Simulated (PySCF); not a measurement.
# C2H6Hg (HgMe2): the cost of one run

Program: PySCF 2.14.0. Level of theory: levels as typed in each script, gas phase, geometry from GFN2-xTB. These are calculated values, not measurements.

## 1. The starting structure

9 atoms, charge 0, spin multiplicity 1.

Bond lengths: Hg1–C2 2.348 Å, Hg1–C6 2.348 Å, C2–H3 1.091 Å, C2–H4 1.090 Å, C2–H5 1.091 Å, C6–H7 1.091 Å, C6–H8 1.090 Å, C6–H9 1.091 Å. Angles: C2–Hg1–C6 179.9°, Hg1–C2–H3 110.5°, Hg1–C2–H4 110.6°, Hg1–C2–H5 110.6°, H3–C2–H4 108.4°, H3–C2–H5 108.3°, H4–C2–H5 108.4°, Hg1–C6–H7 110.6°, Hg1–C6–H8 110.6°, Hg1–C6–H9 110.5°, H7–C6–H8 108.4°, H7–C6–H9 108.3°, H8–C6–H9 108.4°.

As a file:

```mol
C2H6Hg
  3D, bonds by distance, orders not assigned

  9  8  0  0  0  0  0  0  0  0999 V2000
    0.0000    0.0003    0.0000 Hg  0  0
   -2.3477   -0.0013    0.0002 C   0  0
   -2.7308    0.8143   -0.6150 H   0  0
   -2.7308    0.1234    1.0131 H   0  0
   -2.7308   -0.9411   -0.3993 H   0  0
    2.3477   -0.0014    0.0002 C   0  0
    2.7308   -0.2098   -1.0000 H   0  0
    2.7308   -0.7624    0.6801 H   0  0
    2.7308    0.9689    0.3186 H   0  0
  1  2  8  0
  1  6  8  0
  2  3  8  0
  2  4  8  0
  2  5  8  0
  6  7  8  0
  6  8  8  0
  6  9  8  0
M  END
```

## 2. Localised orbitals (PBE/def2-svpd)

input.py

```python
import numpy as np
from pyscf import gto, scf, dft, lo
from pyscf.data.elements import chemcore

def solve(mol, dm0=None, hcore=None):
    mf = (dft.UKS if mol.spin else dft.RKS)(mol, xc='pbe')
    mf.grids.level = 3
    mf = mf.density_fit(auxbasis='def2-universal-jkfit')
    mf.conv_tol, mf.max_cycle = 1e-8, 80
    if hcore is not None:
        mf.get_hcore = lambda *args: hcore
    mf.kernel(dm0)
    if not mf.converged:
        mf = mf.newton().run(mf.mo_coeff, mf.mo_occ, max_cycle=30)
    assert mf.converged, 'SCF not converged'
    return mf

mol = gto.M(atom='''
Hg     0.00000     0.00029     0.00000
C     -2.34768    -0.00134     0.00018
H     -2.73083     0.81427    -0.61504
H     -2.73083     0.12341     1.01306
H     -2.73082    -0.94113    -0.39929
C      2.34767    -0.00136     0.00017
H      2.73082    -0.20982    -0.99995
H      2.73082    -0.76237     0.68013
H      2.73081     0.96889     0.31861
''', basis='def2-svpd', ecp={'Hg': 'def2-svpd'}, charge=0, spin=0, verbose=4)
mf = solve(mol)
occ_all = mf.mo_coeff[:, mf.mo_occ > 0]
occ = occ_all[:, chemcore(mol):]
pm = lo.PM(mol, occ, pop_method='meta_lowdin')
loc = pm.kernel()
for _ in range(5):
    new, stable = pm.stability_jacobi(return_status=True)
    if stable:
        break
    loc = pm.kernel(new)
fock, s = mf.get_fock(), mf.get_ovlp()
ortho = lo.orth_ao(mol, 'meta_lowdin')
labels = mol.ao_labels(fmt=None)
vir = loc[:, :0]
both = np.hstack([loc, vir])
p = (ortho.T @ s @ both) ** 2
pop = np.array([p[[l[0] == a for l in labels]].sum(0) for a in range(mol.natm)])
spd = np.array([[p[[l[0] == a and l[2][-1] == k for l in labels]].sum(0) for k in 'spd'] for a in range(mol.natm)])
eps = np.einsum('pi,pq,qi->i', both, fock, both)
for i in np.argsort(eps):
    top = np.argsort(-pop[:, i])[:3]
    print('%3d %s %9.4f Eh ' % (i + 1, 'occ' if i < loc.shape[1] else 'vir', eps[i]), '  '.join('%s%d %.3f' % (mol.atom_symbol(a), a + 1, pop[a, i]) for a in top))
np.savez('result.npz', c=both, nocc=loc.shape[1], pop=pop, spd=spd, eps=eps, e=mf.e_tot)
```

Started as:

```console
$ OMP_NUM_THREADS=1 python input.py
```

Q: Estimate wall time and peak memory on 1 thread of Intel Xeon 6975P-C (Granite Rapids), shared host.

About 10 s, with a peak of 0.46 GiB.
